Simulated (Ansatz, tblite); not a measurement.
**C₃₆H₂₀S₉: charged states by level of theory**

What does removing or adding an electron cost or gain for C₃₆H₂₀S₉? Each charged state is run at several levels.

Program: Ansatz 0.2.0, Gaussian basis. Level of theory: as each input shows. These are calculated values, not measurements.

Levels to be run: charge +1 doublet, at the geometry of the singlet (PBE0-D4/def2-SVP, PBE-D4/def2-SVP, r2SCAN0-D4/def2-SVP); charge -1 doublet, at the geometry of the singlet (PBE0-D4/def2-SVP, PBE-D4/def2-SVP, r2SCAN0-D4/def2-SVP); the starting singlet's energies come from earlier runs.

## Step 1: The relaxed structure

The geometry is that of the singlet, from an earlier relaxation (PBE-D4/def2-SVP).

SMILES `c1csc(-c2ccc(-c3ccc(-c4ccc(-c5ccc(-c6ccc(-c7ccc(-c8ccc(-c9cccs9)s8)s7)s6)s5)s4)s3)s2)c1`, 65 atoms, charge 0, spin multiplicity 1.

Atoms are counted from 1 here; the program's logs count them from 0.

Bond lengths: C1–C2 1.383 Å, C1–C45 1.422 Å, C1–H46 1.099 Å, C2–S3 1.731 Å, C2–H47 1.096 Å, S3–C4 1.752 Å, C4–C5 1.445 Å, C4–C45 1.396 Å, C5–C6 1.396 Å, C5–S44 1.752 Å, C6–C7 1.413 Å, C6–H48 1.098 Å, C7–C8 1.397 Å, C7–H49 1.099 Å, C8–C9 1.439 Å, C8–S44 1.754 Å, C9–C10 1.398 Å, C9–S43 1.754 Å and more. Angles: C2–C1–C45 112.8°, C2–C1–H46 123.2°, C45–C1–H46 124.0°, C1–C2–S3 111.6°, C1–C2–H47 128.7°, S3–C2–H47 119.8°, C2–S3–C4 92.2°, S3–C4–C5 121.7°, S3–C4–C45 110.1°, C5–C4–C45 128.2°, C4–C5–C6 128.1°, C4–C5–S44 121.6°, C6–C5–S44 110.3°, C5–C6–C7 113.5°, C5–C6–H48 122.7°, C7–C6–H48 123.8°, C6–C7–C8 113.7°, C6–C7–H49 123.8° and more.

## Step 2: Charge +1 doublet at the fixed geometry, PBE0-D4/def2-SVP

The input, in.yaml:

```yaml
crystal:
  periodic: [false, false, false]
  atoms:
    - {symbol: C, position_ang: [16.376759, -0.741705, -0.757251]}
    - {symbol: C, position_ang: [16.011719, -1.467683, -1.876693]}
    - {symbol: S, position_ang: [14.293730, -1.500134, -2.082060]}
    - {symbol: C, position_ang: [14.035838, -0.531954, -0.644281]}
    - {symbol: C, position_ang: [12.709189, -0.160049, -0.207294]}
    - {symbol: C, position_ang: [12.353629, 0.677199, 0.852115]}
    - {symbol: C, position_ang: [10.957398, 0.828018, 1.008184]}
    - {symbol: C, position_ang: [10.207914, 0.111875, 0.071216]}
    - {symbol: C, position_ang: [8.778783, 0.029680, -0.075781]}
    - {symbol: C, position_ang: [8.018587, -0.715568, -0.981285]}
    - {symbol: C, position_ang: [6.624695, -0.544937, -0.823872]}
    - {symbol: C, position_ang: [6.281958, 0.335900, 0.205998]}
    - {symbol: C, position_ang: [4.982539, 0.751883, 0.659338]}
    - {symbol: C, position_ang: [4.648895, 1.685391, 1.646323]}
    - {symbol: C, position_ang: [3.259123, 1.840387, 1.834462]}
    - {symbol: C, position_ang: [2.488136, 1.029386, 0.994428]}
    - {symbol: C, position_ang: [1.054385, 0.934240, 0.919677]}
    - {symbol: C, position_ang: [0.098989, 1.682769, 1.616171]}
    - {symbol: C, position_ang: [-1.230714, 1.325825, 1.307486]}
    - {symbol: C, position_ang: [-1.332548, 0.296012, 0.366010]}
    - {symbol: C, position_ang: [-2.508455, -0.318392, -0.185352]}
    - {symbol: C, position_ang: [-2.614818, -1.356748, -1.116902]}
    - {symbol: C, position_ang: [-3.946393, -1.704191, -1.429615]}
    - {symbol: C, position_ang: [-4.898499, -0.939730, -0.746061]}
    - {symbol: C, position_ang: [-6.333190, -1.017118, -0.827434]}
    - {symbol: C, position_ang: [-7.113784, -1.852090, -1.634004]}
    - {symbol: C, position_ang: [-8.502181, -1.660772, -1.465075]}
    - {symbol: C, position_ang: [-8.823886, -0.675369, -0.526616]}
    - {symbol: C, position_ang: [-10.116337, -0.208002, -0.102049]}
    - {symbol: C, position_ang: [-10.441090, 0.752950, 0.859269]}
    - {symbol: C, position_ang: [-11.831488, 0.959148, 1.007121]}
    - {symbol: C, position_ang: [-12.606755, 0.161415, 0.162757]}
    - {symbol: C, position_ang: [-14.046562, 0.113966, 0.045929]}
    - {symbol: C, position_ang: [-14.997231, 0.858173, 0.746353]}
    - {symbol: C, position_ang: [-16.334907, 0.553664, 0.371844]}
    - {symbol: C, position_ang: [-16.410117, -0.418070, -0.609716]}
    - {symbol: S, position_ang: [-14.839035, -0.968103, -1.082108]}
    - {symbol: S, position_ang: [-11.577202, -0.854777, -0.824970]}
    - {symbol: S, position_ang: [-7.360343, 0.014156, 0.149987]}
    - {symbol: S, position_ang: [-4.105222, 0.224297, 0.297226]}
    - {symbol: S, position_ang: [0.266457, -0.228211, -0.129751]}
    - {symbol: S, position_ang: [3.526896, 0.066079, -0.038647]}
    - {symbol: S, position_ang: [7.728799, 0.953216, 0.982862]}
    - {symbol: S, position_ang: [11.274179, -0.762817, -1.012035]}
    - {symbol: C, position_ang: [15.259912, -0.210624, -0.055564]}
    - {symbol: H, position_ang: [17.421179, -0.598267, -0.448064]}
    - {symbol: H, position_ang: [16.655788, -1.986805, -2.596383]}
    - {symbol: H, position_ang: [13.096552, 1.169836, 1.492953]}
    - {symbol: H, position_ang: [10.492115, 1.446605, 1.788366]}
    - {symbol: H, position_ang: [8.475390, -1.369171, -1.737473]}
    - {symbol: H, position_ang: [5.870754, -1.046844, -1.446269]}
    - {symbol: H, position_ang: [5.409338, 2.240539, 2.213288]}
    - {symbol: H, position_ang: [2.814195, 2.524087, 2.569262]}
    - {symbol: H, position_ang: [0.369791, 2.473842, 2.327664]}
    - {symbol: H, position_ang: [-2.113320, 1.804427, 1.754550]}
    - {symbol: H, position_ang: [-1.734464, -1.848009, -1.554628]}
    - {symbol: H, position_ang: [-4.220740, -2.497183, -2.137682]}
    - {symbol: H, position_ang: [-6.677465, -2.579901, -2.330652]}
    - {symbol: H, position_ang: [-9.269727, -2.225370, -2.012897]}
    - {symbol: H, position_ang: [-9.677018, 1.289010, 1.439709]}
    - {symbol: H, position_ang: [-12.270990, 1.674647, 1.714585]}
    - {symbol: H, position_ang: [-14.727140, 1.602178, 1.507535]}
    - {symbol: H, position_ang: [-17.220393, 1.034622, 0.809596]}
    - {symbol: H, position_ang: [-17.301224, -0.844504, -1.085485]}
    - {symbol: H, position_ang: [15.339625, 0.387690, 0.861688]}
basis:
  gaussian: {orbitals: def2-SVP, fitting: {mean_field: def2-universal-jkfit}}
total_charge: 1
magnetization: {spin_polarized: true, initial_magnetization: 1}
hamiltonian: {xc: pbe0, dispersion: d4}
scf: {omitted_lower_state_checks: [starts]}
output: {orbitals: {seedname: orbitals}}
```

Launch:

```bash
ansatz run in.yaml --threads 4 --pin off --events-out ev --progress --plain --max-ram 46080MiB --backend cuda --devices 0, --max-vram 37GiB
```

Standard output:

```text
Functional definition: PBE0
  name "PBE0"
  cite "Adamo & Barone, J. Chem. Phys. 110, 6158 (1999) doi:10.1063/1.478522"
  cite "Perdew, Burke & Ernzerhof, Phys. Rev. Lett. 77, 3865 (1996) doi:10.1103/PhysRevLett.77.3865"
  parent pbe
  parameter a = 0.25
  parameter kappa = 0.804
  parameter beta = 0.06672455060314922
  exchange = (1 - a)*pbe_x(kappa = kappa, mu = beta*pi^2/3) + a*exact_x
  correlation = pbe_c(beta = beta)
these checks for a lower state are left out or cut short: starts
4212 factors; integrals over basis functions are off by at most 2.2e-1 eV
mean field evaluation 1: about -134971.3146 eV, gradient 1.1e2 eV
mean field evaluation 2: about -134874.0818 eV, gradient 1.7e2 eV
mean field evaluation 4: about -135028.1874 eV, gradient 2.8e1 eV
mean field evaluation 8: about -135034.0036 eV, gradient 7.8e-1 eV
mean field evaluation 16: about -135033.9953 eV, gradient 4.1e-2 eV
mean field evaluation 32: about -135033.9953 eV, gradient 1.2e-4 eV
mean field -135033.99533560 eV, -4962.4077992540 hartree, gradient 5.8e-5 eV, S^2 0.777478; 0 other end points of the search recorded, 0 dependent functions left out
reference -135033.99542542 eV, -4962.4078025547 hartree; 190, 189 occupied and 576, 577 virtual orbitals, 4212 factors
Total energy: -135036.84124063 eV, -4962.5123843348 hartree
Checks for a lower state left out: starts
```

Wall time 25 s (1 × H100 (card shared with other runs) with 4 threads of AMD EPYC 7R13, shared host); peak host memory 1.5 GiB.

From the report: HOMO -7.28 eV, LUMO -6.53 eV (over both spins); ⟨S²⟩ 0.777 (pure: 0.75).

## Step 3: Charge +1 doublet at the fixed geometry, PBE-D4/def2-SVP

start.molden holds the orbitals of an earlier run on this state, given as this run's starting guess.

in.yaml, as its differences from that of step 2:

```diff
@@ -69,6 +69,6 @@
 basis:
-  gaussian: {orbitals: def2-SVP, fitting: {mean_field: def2-universal-jkfit}}
+  gaussian: {orbitals: def2-SVP, fitting: {mean_field: def2-universal-jkfit}, initial_orbitals: start.molden}
 total_charge: 1
 magnetization: {spin_polarized: true, initial_magnetization: 1}
-hamiltonian: {xc: pbe0, dispersion: d4}
+hamiltonian: {xc: pbe, dispersion: d4}
 scf: {omitted_lower_state_checks: [starts]}
```

The command is unchanged.

Standard output:

```text
Functional definition: PBE
  name "PBE"
  cite "Perdew, Burke & Ernzerhof, Phys. Rev. Lett. 77, 3865 (1996) doi:10.1103/PhysRevLett.77.3865"
  parent pbe
  parameter kappa = 0.804
  parameter beta = 0.06672455060314922
  exchange = pbe_x(kappa = kappa, mu = beta*pi^2/3)
  correlation = pbe_c(beta = beta)
these checks for a lower state are left out or cut short: starts
4212 factors; integrals over basis functions are off by at most 2.2e-1 eV
mean field evaluation 1: about -135023.8026 eV, gradient 1.3e1 eV
mean field evaluation 2: about -135024.4181 eV, gradient 7.2e-1 eV
mean field evaluation 4: about -135024.4042 eV, gradient 4.6e-2 eV
mean field evaluation 8: about -135024.4042 eV, gradient 2.3e-5 eV
mean field -135024.40422115 eV, -4962.0553322989 hartree, gradient 2.3e-5 eV, S^2 0.751392; 0 other end points of the search recorded, 0 dependent functions left out
reference -135024.40433644 eV, -4962.0553365357 hartree; 190, 189 occupied and 576, 577 virtual orbitals, 4212 factors
Total energy: -135027.70132372 eV, -4962.1764985833 hartree
Checks for a lower state left out: starts
```

Run time: 9 s. Hardware: 1 × H100 (card shared with other runs) with 4 threads of AMD EPYC 7R13, shared host; peak host memory 1.4 GiB.

HOMO -6.61 eV, LUMO -6.50 eV (over both spins); ⟨S²⟩ 0.751 (pure: 0.75).

## Step 4: Charge +1 doublet at the fixed geometry, r2SCAN0-D4/def2-SVP

in.yaml, as its differences from that of step 3:

```diff
@@ -72,3 +72,3 @@
 magnetization: {spin_polarized: true, initial_magnetization: 1}
-hamiltonian: {xc: pbe, dispersion: d4}
+hamiltonian: {xc: {name: r2SCAN0}, dispersion: d4}
 scf: {omitted_lower_state_checks: [starts]}
```

The command is unchanged.

Standard output, cut to the lines that bear on the results:

```text
Functional definition: r2SCAN0
  name "r2SCAN0"
  cite "Bursch, Neugebauer, Ehlert & Grimme, J. Chem. Phys. 156, 134105 (2022) doi:10.1063/5.0086040"
  cite "Furness, Kaplan, Ning, Perdew & Sun, J. Phys. Chem. Lett. 11, 8208 (2020) doi:10.1021/acs.jpclett.0c02405"
  cite "Furness, Kaplan, Ning, Perdew & Sun, J. Phys. Chem. Lett. 11, 9248 (2020) doi:10.1021/acs.jpclett.0c03077"
  parent r2scan
[...]
4212 factors; integrals over basis functions are off by at most 2.2e-1 eV
[...]
mean field -135078.02452623 eV, -4964.0258421656 hartree, gradient 2.5e-5 eV, S^2 0.823478; 0 other end points of the search recorded, 0 dependent functions left out
reference -135078.02455468 eV, -4964.0258432111 hartree; 190, 189 occupied and 576, 577 virtual orbitals, 4212 factors
Total energy: -135079.09914815 eV, -4964.0653337925 hartree
Checks for a lower state left out: starts
```

Wall time 25 s (1 × H100 (card shared with other runs) with 4 threads of AMD EPYC 7R13, shared host); peak host memory 1.8 GiB.

From the report: HOMO -7.39 eV, LUMO -6.57 eV (over both spins); ⟨S²⟩ 0.823 (pure: 0.75).

## Step 5: Vertical ionisation energy

Charged state less starting state, singlet to doublet; the starting state's energies are those of its earlier runs.

| level | vertical ionisation energy (eV) | time |
| --- | --- | --- |
| PBE-D4/def2-SVP | +5.45 | 14 s |
| PBE0-D4/def2-SVP | +5.82 | 32 s |
| r2SCAN0-D4/def2-SVP | +5.86 | 32 s |

Times add the two runs; a level without a time comes out of a correlated run.

Beside −ε(HOMO) of the starting state:

```
              level  −ε(HOMO) (eV)  by difference (eV)  mismatch (eV)
    PBE-D4/def2-SVP           4.30                5.45          -1.15
   PBE0-D4/def2-SVP           5.01                5.82          -0.80
r2SCAN0-D4/def2-SVP           5.12                5.86          -0.75
```

## Step 6: Charge -1 doublet at the fixed geometry, PBE0-D4/def2-SVP

in.yaml, as its differences from that of step 4:

```diff
@@ -69,6 +69,6 @@
 basis:
-  gaussian: {orbitals: def2-SVP, fitting: {mean_field: def2-universal-jkfit}, initial_orbitals: start.molden}
-total_charge: 1
+  gaussian: {orbitals: def2-SVP, fitting: {mean_field: def2-universal-jkfit}}
+total_charge: -1
 magnetization: {spin_polarized: true, initial_magnetization: 1}
-hamiltonian: {xc: {name: r2SCAN0}, dispersion: d4}
+hamiltonian: {xc: pbe0, dispersion: d4}
 scf: {omitted_lower_state_checks: [starts]}
```

The command is unchanged.

Standard output, cut to the lines that bear on the results:

```text
Functional definition: PBE0
  name "PBE0"
  cite "Adamo & Barone, J. Chem. Phys. 110, 6158 (1999) doi:10.1063/1.478522"
  cite "Perdew, Burke & Ernzerhof, Phys. Rev. Lett. 77, 3865 (1996) doi:10.1103/PhysRevLett.77.3865"
  parent pbe
[...]
4212 factors; integrals over basis functions are off by at most 2.2e-1 eV
[...]
mean field -135041.55729897 eV, -4962.6856962821 hartree, gradient 4.3e-5 eV, S^2 0.778652; 0 other end points of the search recorded, 0 dependent functions left out
reference -135041.55738550 eV, -4962.6856994621 hartree; 191, 190 occupied and 575, 576 virtual orbitals, 4212 factors
Total energy: -135044.48445733 eV, -4962.7932673678 hartree
Checks for a lower state left out: starts
```

Wall time 18 s (1 × H100 (card shared with other runs) with 4 threads of AMD EPYC 7R13, shared host); peak host memory 1.6 GiB.

Report: HOMO -1.03 eV, LUMO -0.28 eV (over both spins); ⟨S²⟩ 0.779 (pure: 0.75).

## Step 7: Charge -1 doublet at the fixed geometry, PBE-D4/def2-SVP

in.yaml, as its differences from that of step 6:

```diff
@@ -69,6 +69,6 @@
 basis:
-  gaussian: {orbitals: def2-SVP, fitting: {mean_field: def2-universal-jkfit}}
+  gaussian: {orbitals: def2-SVP, fitting: {mean_field: def2-universal-jkfit}, initial_orbitals: start.molden}
 total_charge: -1
 magnetization: {spin_polarized: true, initial_magnetization: 1}
-hamiltonian: {xc: pbe0, dispersion: d4}
+hamiltonian: {xc: pbe, dispersion: d4}
 scf: {omitted_lower_state_checks: [starts]}
```

Launched as before.

Standard output:

```text
Functional definition: PBE
  name "PBE"
  cite "Perdew, Burke & Ernzerhof, Phys. Rev. Lett. 77, 3865 (1996) doi:10.1103/PhysRevLett.77.3865"
  parent pbe
  parameter kappa = 0.804
  parameter beta = 0.06672455060314922
  exchange = pbe_x(kappa = kappa, mu = beta*pi^2/3)
  correlation = pbe_c(beta = beta)
these checks for a lower state are left out or cut short: starts
4212 factors; integrals over basis functions are off by at most 2.2e-1 eV
mean field evaluation 1: about -135031.1085 eV, gradient 1.3e1 eV
mean field evaluation 2: about -135031.7198 eV, gradient 7.2e-1 eV
mean field evaluation 4: about -135031.7072 eV, gradient 4.6e-2 eV
mean field evaluation 8: about -135031.7073 eV, gradient 2.5e-5 eV
mean field -135031.70727505 eV, -4962.3237145794 hartree, gradient 2.5e-5 eV, S^2 0.751185; 0 other end points of the search recorded, 0 dependent functions left out
reference -135031.70738414 eV, -4962.3237185886 hartree; 191, 190 occupied and 575, 576 virtual orbitals, 4212 factors
Total energy: -135035.09840325 eV, -4962.4483362424 hartree
Checks for a lower state left out: starts
```

Wall time 7 s (1 × H100 (card shared with other runs) with 4 threads of AMD EPYC 7R13, shared host); peak host memory 1.4 GiB.

From the report: HOMO -0.82 eV, LUMO -0.72 eV (over both spins); ⟨S²⟩ 0.751 (pure: 0.75).

## Step 8: Charge -1 doublet at the fixed geometry, r2SCAN0-D4/def2-SVP

in.yaml, as its differences from that of step 7:

```diff
@@ -72,3 +72,3 @@
 magnetization: {spin_polarized: true, initial_magnetization: 1}
-hamiltonian: {xc: pbe, dispersion: d4}
+hamiltonian: {xc: {name: r2SCAN0}, dispersion: d4}
 scf: {omitted_lower_state_checks: [starts]}
```

The command is unchanged.

Standard output, cut to the lines that bear on the results:

```text
Functional definition: r2SCAN0
  name "r2SCAN0"
  cite "Bursch, Neugebauer, Ehlert & Grimme, J. Chem. Phys. 156, 134105 (2022) doi:10.1063/5.0086040"
  cite "Furness, Kaplan, Ning, Perdew & Sun, J. Phys. Chem. Lett. 11, 8208 (2020) doi:10.1021/acs.jpclett.0c02405"
  cite "Furness, Kaplan, Ning, Perdew & Sun, J. Phys. Chem. Lett. 11, 9248 (2020) doi:10.1021/acs.jpclett.0c03077"
  parent r2scan
[...]
4212 factors; integrals over basis functions are off by at most 2.2e-1 eV
[...]
mean field -135085.72994224 eV, -4964.3090109809 hartree, gradient 1.4e-5 eV, S^2 0.829293; 0 other end points of the search recorded, 0 dependent functions left out
reference -135085.72997135 eV, -4964.3090120508 hartree; 191, 190 occupied and 575, 576 virtual orbitals, 4212 factors
Total energy: -135086.83624320 eV, -4964.3496667912 hartree
Checks for a lower state left out: starts
```

Run time: 26 s. Hardware: 1 × H100 (card shared with other runs) with 4 threads of AMD EPYC 7R13, shared host; peak host memory 1.8 GiB.

Report: HOMO -1.12 eV, LUMO -0.30 eV (over both spins); ⟨S²⟩ 0.829 (pure: 0.75).

## Step 9: Vertical electron affinity

Starting state less charged state (positive: the electron is bound), singlet to doublet; the starting state's energies are those of its earlier runs.

```
              level  vertical electron affinity (eV)  time
    PBE-D4/def2-SVP                            +1.94  12 s
   PBE0-D4/def2-SVP                            +1.83  25 s
r2SCAN0-D4/def2-SVP                            +1.88  33 s
```

Times add the two runs; a level without a time comes out of a correlated run.

Beside −ε(LUMO) of the starting state:

```csv
level,−ε(LUMO) (eV),by difference (eV),mismatch (eV)
PBE-D4/def2-SVP,3.00,1.94,+1.05
PBE0-D4/def2-SVP,2.55,1.83,+0.73
r2SCAN0-D4/def2-SVP,2.59,1.88,+0.72
```

## Step 10: What came out

| quantity | value |
| --- | --- |
| vertical ionisation energy, functionals in def2-SVP | 5.45 (PBE-D4) to 5.86 eV (r2SCAN0-D4) |
| vertical electron affinity, functionals in def2-SVP | 1.83 (PBE0-D4) to 1.94 eV (PBE-D4) |

**Reading.** The vertical ionisation energy spans 5.45 to 5.86 eV over the functionals. −ε(HOMO) misses the level's own difference by -0.75 eV at best (r2SCAN0-D4) and -1.15 eV at worst (PBE-D4). The vertical electron affinity spans 1.83 to 1.94 eV over the functionals. −ε(LUMO) misses the level's own difference by +0.72 eV at best (r2SCAN0-D4) and +1.05 eV at worst (PBE-D4).
